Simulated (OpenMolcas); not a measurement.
# S12h/ANO-R3 (DKH3, RICD fitting) run of SiH3Br (SMILES [SiH3]Br)

Aim: the vertical singlet–triplet gap of SiH3Br at S12h/ANO-R3 (DKH3, RICD fitting), from 2 runs. 

The results are computed with OpenMolcas 26.06.

2 further runs of the same task are left out: 1 that didn't finish, 1 set aside as unsound or not needed.

### Step 1. The system as given

SiH3Br: 5 atoms, total charge 0, spin state singlet. SMILES: `[SiH3]Br`. The coordinates come from a GFN2-xTB relaxation.

Bond lengths: Si1–Br2 2.211 Å, Si1–H3 1.454 Å, Si1–H4 1.453 Å, Si1–H5 1.454 Å. Angles: Br2–Si1–H3 105.5°, Br2–Si1–H4 105.7°, Br2–Si1–H5 105.7°, H3–Si1–H4 113.0°, H3–Si1–H5 112.9°, H4–Si1–H5 113.1°.

### Step 2. Energy and forces at S12h/ANO-R3 (DKH3, RICD fitting)

input.xyz reads:

```xyz
5

Si    -0.186320     0.071160    -0.055980
Br     1.806000    -0.687960     0.530930
H     -1.032420    -0.114970     1.111800
H     -0.597350    -0.739010    -1.190580
H      0.010090     1.470790    -0.396170
```

job.input reads:

```
* BrH3Si Kohn-Sham DFT

&gateway
  coord = input.xyz
  basis = ANO-R3
  group = NoSym
  ricd

&seward
  relativistic = R03O02
  expert

&scf
  ksdft = S12H
  prorbitals = 0

&alaska
```

Launch:

```
$ export MOLCAS_MEM=1860
$ pymolcas job.input > job.log
```

Log, shortened:

```text
--- Start Module: gateway ---
[...]
--- Stop Module: gateway /rc=_RC_ALL_IS_WELL_ ---
[...]
 ###    WARNING:  EXPERT option is ON!                                       ###
 ###############################################################################
               SEWARD will generate:
[...]
      Basis functions          202
[...]
--- Start Module: scf ---
[...]
       Convergence after  10 Iterations
[...]
::    Total KS-DFT energy                           -2898.1842648675
[...]
      Total spin, S                                     0.0000000000
[...]
      Total electronic charge=   52.000000
      Total            charge=   -0.000000
[...]
      Dipole Moment (debye):
      Origin of the operator (angstrom)=    1.2344   -0.4702    0.3626
                   X= -1.3858E+00               Y=  5.2848E-01               Z= -4.1267E-01           Total=  1.5395E+00
      Quadrupole Moment (debye*angstrom):
[...]
--- Stop Module: scf /rc=_RC_ALL_IS_WELL_ ---
[...]
--- Start Module: alaska ---
[...]
 *              Molecular gradients               *
 **************************************************
  Irreducible representation: a
 ------------------------------------------------------------------------------------------
                              X                       Y                       Z
 ------------------------------------------------------------------------------------------
  SI1              -1.23007172371672E-02    4.72387030929866E-03   -4.01701817462641E-03
  BR2              -5.71135359022179E-03    2.09760623349453E-03   -1.55581339586952E-03
  H3                8.90995409203743E-03   -4.40000942671770E-04   -5.49583180370572E-03
  H4                6.32780007328471E-03    3.21995994509017E-03    7.85189867947178E-03
  H5                2.77431666450512E-03   -9.60143554469539E-03    3.21676469594467E-03
 ------------------------------------------------------------------------------------------
--- Stop Module: alaska /rc=_RC_ALL_IS_WELL_ ---
[...]
```

It took 2.5 min on 1 thread of AMD EPYC 7R43 (Zen 3), shared host; peak memory 1.3 GiB.

### Step 3. The triplet at the same level

input.xyz is that of step 2.

job.inp reads:

```
>>> EXPORT MOLCAS_PRINT=2

&gateway
  coord=input.xyz
  basis=ANO-R3
  group=NoSym
  ricd

&seward
  relativistic=R03O02
  expert

&scf
  uhf
  spin=3
  ksdft=S12H
  prorbitals=0

&alaska
```

Launch:

```
$ export MOLCAS_MEM=1860
$ pymolcas job.inp > job.log
```

Log, shortened:

```text
--- Start Module: gateway ---
[...]
--- Stop Module: gateway /rc=_RC_ALL_IS_WELL_ ---
[...]
 ###    WARNING:  EXPERT option is ON!                                       ###
 ###############################################################################
               SEWARD will generate:
[...]
      Basis functions          202
[...]
--- Start Module: scf ---
[...]
       Convergence after  34 Iterations
[...]
::    Total KS-DFT energy                           -2897.9535038845
[...]
      Total spin, S                                     1.0019778438
[...]
      Total electronic charge=   52.000000
      Total            charge=   -0.000000
[...]
      Dipole Moment (debye):
      Origin of the operator (angstrom)=    1.2344   -0.4702    0.3626
                   X=  1.6710E+00               Y= -7.0782E-01               Z=  7.3408E-01           Total=  1.9575E+00
      Quadrupole Moment (debye*angstrom):
[...]
--- Stop Module: scf /rc=_RC_ALL_IS_WELL_ ---
[...]
--- Start Module: alaska ---
[...]
 *              Molecular gradients               *
 **************************************************
  Irreducible representation: a
 ------------------------------------------------------------------------------------------
                              X                       Y                       Z
 ------------------------------------------------------------------------------------------
  SI1               7.59260990599380E-02   -3.37743109059510E-02    3.87416537781169E-02
  BR2              -8.72724706150123E-02    3.40828042449601E-02   -2.86842414553394E-02
  H3                7.72970805226070E-03    3.06774932913334E-03   -1.51145286220973E-02
  H4                4.49407636929999E-03    7.87391813370952E-03    5.96282926599034E-03
  H5               -8.77412866976512E-04   -1.12501608016693E-02   -9.05712966151384E-04
 ------------------------------------------------------------------------------------------
--- Stop Module: alaska /rc=_RC_ALL_IS_WELL_ ---
[...]
```

Wall time 6.3 min (1 thread of AMD EPYC 7R43 (Zen 3), shared host); peak memory 1.3 GiB.

### Step 4. Outcome

Level: S12h/ANO-R3 (DKH3, RICD fitting).

| quantity | value |
| --- | --- |
| singlet: total energy | -2898.18426 Eh |
| singlet: dipole moment | 1.54 D |
| singlet: HOMO energy | -8.35 eV |
| singlet: LUMO energy | -0.36 eV |
| singlet: HOMO–LUMO gap | 7.99 eV |
| singlet: largest force on an atom | 0.708 eV/Å |
| triplet: total energy | -2897.95350 Eh |
| triplet: dipole moment | 1.96 D |
| triplet: HOMO energy (highest over α and β) | -2.52 eV |
| triplet: ⟨S²⟩ | 2.006 |
| triplet: largest force on an atom | 5.039 eV/Å |
| vertical energy of the triplet above the singlet | 6.279 eV |

**Reading.** At this shape the triplet lies 6.28 eV (606 kJ/mol) above the singlet. The largest force (singlet) is 0.71 eV/Å: the shape isn't a stationary point for this species at this level. Mulliken charges (singlet) run from -0.21 on Br2 to +0.40 on Si1.
